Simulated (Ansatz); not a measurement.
# CO2: properties at the relaxed cell

One table from this session's results is given with a row withheld; the runs are named, their logs left out.

Program: Ansatz 0.2.0. Level of theory: DFT PBEsol, scalar-relativistic, plane waves, PAW. These are calculated values, not measurements.

1 further run of the same task is left out (set aside as unsound or not needed). Runs told in other sessions of the task aren't counted.

### The starting structure

The structure is tetragonal, space group I-42d (No. 122). The conventional cell has a = 3.918 Å, b = 3.918 Å, c = 5.937 Å, α = 90.00°, β = 90.00°, γ = 90.00°. Around C (site symmetry -4) lie 4 O at 1.39 Å. O (site symmetry 2) has 2 C at 1.39 Å in its first shell of neighbours.

As a file:

```
CELL_PARAMETERS angstrom
-1.95895 1.95895 2.96865
1.95895 -1.95895 2.96865
1.95895 1.95895 -2.96865
ATOMIC_POSITIONS crystal
C 0.75000 0.25000 0.50000
C 0.00000 0.00000 0.00000
O 0.70777 0.12500 0.08277
O 0.04223 0.62500 0.91723
O 0.37500 0.29223 0.41723
O 0.87500 0.95777 0.58277
```

It goes back to an entry of the Materials Project, which need not be the stable form.

It is the result of an earlier relaxation at this level (volume 7.59 Å³/atom; gap on the mesh: 7.65 eV).

Set-up of the first run:

The input, input.yaml:

```yaml
crystal:
  lattice:
    - [-1.9391573269, 1.9391573269, 2.9386579756]
    - [1.9391573269, -1.9391573269, 2.9386579756]
    - [1.9391573269, 1.9391573269, -2.9386579756]
  atoms:
    - { symbol: C, position: [0.75, 0.25, 0.5] }
    - { symbol: C, position: [0.0, 0.0, 0.0] }
    - { symbol: O, position: [0.707769775, 0.125, 0.082769775] }
    - { symbol: O, position: [0.042230225, 0.625, 0.917230225] }
    - { symbol: O, position: [0.375, 0.292230225, 0.417230225] }
    - { symbol: O, position: [0.875, 0.957769775, 0.582769775] }
basis:
  ecutwfc: 420
kpoints:
  mp_grid: { grid: [8, 8, 8] }
hamiltonian:
  xc: pbesol
scf:
  occupations: { method: gaussian, width: 0.02 }
output:
  forces: true
  stress: true
  eigenvalues: true
  write_density: true
  write_potential: true
  elf: true
  volumetric_format: npy
relax:
  adjacent_minimum: "off"
  f_tol: 0.01
  max_steps: 30
  cell: { stress_tol: 0.1, fix: [volume] }
```

The run is started by

```console
$ ansatz run input.yaml --threads 2 --pin off --max-ram 5120MiB --backend cpu --events-out ev --progress --plain --runs-dir out
```

Steps of the session up to this table: The cell scaled to 0.97 of its volume; Point at V/V0 = 1.03; Volume × 0.94; Volume × 1.06; The cell scaled to 0.91 of its volume; Point at V/V0 = 1.10; Volume × 0.88.

One table of the session follows, with a row left open; its other results are not shown here.

It belongs to the step «Energy against volume». 

```
volume (Å³/atom)  energy above the lowest point (meV/atom)  pressure (GPa)  gap on the mesh (eV)
           6.683                                      59.4           23.09                  7.58
           6.911                                      31.7           16.01                  7.64
           7.139                                      13.4            9.90                  7.66
           7.367                                       3.2            4.60                  7.66
           7.595                                       0.0           -0.01                  7.65
           7.823                                       3.0           -4.05                  7.62
           8.050                                         ?               ?                     ?
           8.354                                      29.5          -11.63                  7.46
```

Q: Estimate the row for volume (Å³/atom) = 8.050 from the others.

Worked estimate for «energy above the lowest point (meV/atom)». A straight line through the neighbours (7.823, 3.0) and (8.354, 29.5) gives 3.0 + (29.5 − 3.0) × (8.050 − 7.823) / (8.354 − 7.823) = 14.3; a parabola fitted to 3 rows on both sides gives 11.0.

**Answer.** energy above the lowest point (meV/atom): 11.3; pressure (GPa): -7.57; gap on the mesh (eV): 7.56. In «energy above the lowest point (meV/atom)» the line misses by +3.0 and the parabola by -0.3.

To keep in mind: The gap on the mesh goes from 7.58 eV at the smallest volume to 7.46 eV at the largest, through a peak of 7.66 eV between.
